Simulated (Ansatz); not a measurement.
This script makes relaxations under a series of pressures of TiBe₂, space group Fd-3m with Ansatz 0.2.0, Python API.

`compress.py`:
```python
# -*- coding: utf-8 -*-
"""Volume and enthalpy of TiBe2 against pressure."""

import ansatz as az
import numpy as np

def edges_and_angles(cell):
    cell = np.asarray(cell)
    a, b, c = np.linalg.norm(cell, axis=1)
    cosines = cell[1] @ cell[2] / (b * c), cell[0] @ cell[2] / (a * c), cell[0] @ cell[1] / (a * b)
    return (a, b, c, *np.degrees(np.arccos(cosines)))

crystal = (
    az.Lattice.of([0.0, 3.21886, 3.21886], [3.21886, 0.0, 3.21886], [3.21886, 3.21886, 0.0])
    .atom("Ti", [0.25, 0.25, 0.25])
    .atom("Ti", [0.0, 0.0, 0.0])
    .atom("Be", [0.625, 0.125, 0.625])
    .atom("Be", [0.625, 0.625, 0.125])
    .atom("Be", [0.125, 0.625, 0.625])
    .atom("Be", [0.625, 0.625, 0.625])
)

base = (
    crystal.calculation()
    .functional(az.Functional.PBESOL)
    .kpoints(7, 7, 7)
    .occupations("Methfessel-Paxton", width=0.1)
)

# H = F + PV, with 1 GPa A^3 = 1/160.21766 eV
rows = []
for pressure in [0, 10, 20, 30, 40]:
    result = base.relax(cell=True, pressure=pressure, force_tolerance=0.005, max_steps=40).run(threads=1)
    cell = result.lattice.cell_ang
    n_atoms = len(result.lattice.sites)
    volume = abs(np.linalg.det(cell)) / n_atoms
    enthalpy = result.report["free_energy_ev"] / n_atoms + pressure * volume / 160.21766
    rows.append((pressure, volume, enthalpy, *edges_and_angles(cell)))
    print(f"{pressure} GPa done: {volume:.4f} A^3/atom")

print(" P (GPa)  V (A^3/atom)  H (eV/atom)     a       b       c")
for row in rows:
    print("{:8.1f} {:12.4f} {:14.5f} {:7.4f} {:7.4f} {:7.4f}".format(*row[:6]))
p, v = np.array([row[0] for row in rows], float), np.array([row[1] for row in rows])
print("mean bulk modulus between rows (GPa):", np.round(-np.diff(p) / np.diff(np.log(v)), 1))
```

From its runs, with one value withheld:

| P (GPa) | relaxed V (Å³/atom) |
| --- | --- |
| 0 | 10.773 |
| 10 | ? |
| 20 | 9.501 |
| 30 | 9.054 |
| 40 | 8.680 |

What volume does the cell relax to at 10 GPa?

Murnaghan's form V = V0 (1 + B' P / B0)^(-1/B') through the 4 rows shown gives V0 = 10.773 Å³, B0 = 130.4 GPa and B' = 3.08, and so 10.056 Å³ an atom at 10 GPa. The run gave 10.054 Å³, 0.03 % away.

What to keep in mind:
- No spin polarisation was allowed.
- At a fixed pressure a relaxation lowers the enthalpy F + PV, while F alone can rise.
- For a metal this k-point mesh is coarse: on a finer one energies can move by several to tens of meV an atom and pressures by half a GPa or more, differences at one mesh by less.
- The structure comes from a database of computed cells and needn't be a stable or known phase.
- Symmetry holds the cell in this phase, whether or not it is the stable one at each pressure.
- Timing: 70 s on 1 thread of Arm Neoverse N1 (shared host), peak memory 0.43 GiB.
